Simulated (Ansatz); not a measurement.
# C₃H₁₁BSe: a ladder of functionals and wavefunction methods

One table from this session's results is given with a row withheld; the runs are named, their logs left out.

Method: functionals in def2-TZVPP, the program's frozen cores in correlated methods; program: Ansatz 0.2.0, Gaussian basis.

Levels to be run: LDA (SPW92), PBE-D4, revPBE-D4, BLYP-D4, r2SCAN-D4, B97M-V, PBE0-D4, B3LYP-D4, r2SCANh-D4, r2SCAN0-D4, HSE06-D4, BHLYP-D4, CAM-B3LYP-D4, LC-ωPBE, ωB97X-V, ωB97M-V, B2PLYP, PBE-QIDH; CCSD(T)/def2-SVP; MP2/def2-TZVPP; MP2/def2-QZVPP; RPA on PBE.

### Structure used throughout

The geometry comes from an earlier relaxation with PBE0-D4 in a triple-zeta def2 set; it is a stationary point, not always the lowest conformer.

16 atoms, charge 0, spin multiplicity 1.

Atoms are counted from 1 here; the program's logs count them from 0.

Bond lengths: C1–B2 1.576 Å, C1–H6 1.093 Å, C1–H7 1.101 Å, C1–H8 1.093 Å, B2–C3 1.576 Å, B2–C4 1.576 Å, C3–H9 1.093 Å, C3–H10 1.093 Å, C3–H11 1.100 Å, C4–H12 1.093 Å, C4–H13 1.100 Å, C4–H14 1.093 Å, Se5–H15 1.467 Å, Se5–H16 1.467 Å. Angles: B2–C1–H6 114.2°, B2–C1–H7 106.5°, B2–C1–H8 114.2°, H6–C1–H7 106.0°, H6–C1–H8 109.1°, H7–C1–H8 106.0°, C1–B2–C3 119.4°, C1–B2–C4 119.4°, C3–B2–C4 119.4°, B2–C3–H9 114.1°, B2–C3–H10 114.2°, B2–C3–H11 106.7°, H9–C3–H10 109.1°, H9–C3–H11 106.1°, H10–C3–H11 106.0°, B2–C4–H12 114.2°, B2–C4–H13 106.7°, B2–C4–H14 114.1° and more.

Set-up of the first run:

Input file in.yaml:

```yaml
crystal:
  periodic: [false, false, false]
  atoms:
    - {symbol: C, position_ang: [-0.809107, 0.467391, -1.250683]}
    - {symbol: B, position_ang: [0.238946, -0.239611, -0.309593]}
    - {symbol: C, position_ang: [1.677114, 0.383980, -0.148284]}
    - {symbol: C, position_ang: [-0.016398, -1.723805, 0.154280]}
    - {symbol: Se, position_ang: [-0.813535, 0.978190, 2.284411]}
    - {symbol: H, position_ang: [-0.738190, 1.557922, -1.261459]}
    - {symbol: H, position_ang: [-0.581793, 0.137857, -2.275877]}
    - {symbol: H, position_ang: [-1.846362, 0.178359, -1.063702]}
    - {symbol: H, position_ang: [2.212132, 0.046609, 0.742825]}
    - {symbol: H, position_ang: [1.698890, 1.476151, -0.186333]}
    - {symbol: H, position_ang: [2.269579, 0.038270, -1.008741]}
    - {symbol: H, position_ang: [-1.070111, -1.970176, 0.308393]}
    - {symbol: H, position_ang: [0.331250, -2.374234, -0.662417]}
    - {symbol: H, position_ang: [0.552771, -2.018607, 1.039306]}
    - {symbol: H, position_ang: [-0.910513, 2.330998, 1.725337]}
    - {symbol: H, position_ang: [-2.217772, 0.708106, 1.956937]}
basis:
  gaussian: {orbitals: def2-TZVPP}
hamiltonian: {xc: lda}
output: {orbitals: {seedname: orbitals}}
```

On the command line:

```console
> ansatz run in.yaml --threads 4 --pin off --events-out ev --progress --plain --max-ram 11315MiB
```

Steps of the session up to this table: LDA; PBE-D4 (GGA); revPBE-D4 (GGA); BLYP-D4 (GGA); r2SCAN-D4 (meta-GGA); B97M-V (meta-GGA); PBE0-D4 (hybrid); B3LYP-D4 (hybrid); r2SCANh-D4 (hybrid); r2SCAN0-D4 (hybrid); HSE06-D4 (hybrid); BHLYP-D4 (hybrid); CAM-B3LYP-D4 (range-separated); LC-ωPBE (range-separated); ωB97X-V (range-separated); ωB97M-V (range-separated); B2PLYP (double hybrid); PBE-QIDH (double hybrid).

One table of the session follows, with a row left open; its other results are not shown here.

It belongs to the step «Orbital energies across the functionals». 

```
  functional  HOMO (eV)  gap (eV)
 LDA (SPW92)      -6.29      5.13
      PBE-D4      -6.16      5.12
   revPBE-D4      -6.10      5.13
     BLYP-D4      -6.00      5.02
   r2SCAN-D4      -6.42      5.66
      B97M-V      -6.50      5.67
     PBE0-D4      -7.30      7.21
    B3LYP-D4      -7.07      6.70
  r2SCANh-D4      -6.84      6.42
  r2SCAN0-D4      -7.48      7.56
    HSE06-D4      -6.91      6.43
    BHLYP-D4      -8.32      9.11
CAM-B3LYP-D4          ?         ?
     LC-ωPBE      -9.95     12.14
     ωB97X-V      -9.61     11.59
     ωB97M-V      -9.48     11.13
```

Estimate the missing values for CAM-B3LYP-D4.

As computed: HOMO (eV): -8.59; gap (eV): 9.51. In the column «HOMO (eV)» it lies between ωB97M-V (-9.48) and BHLYP-D4 (-8.32).
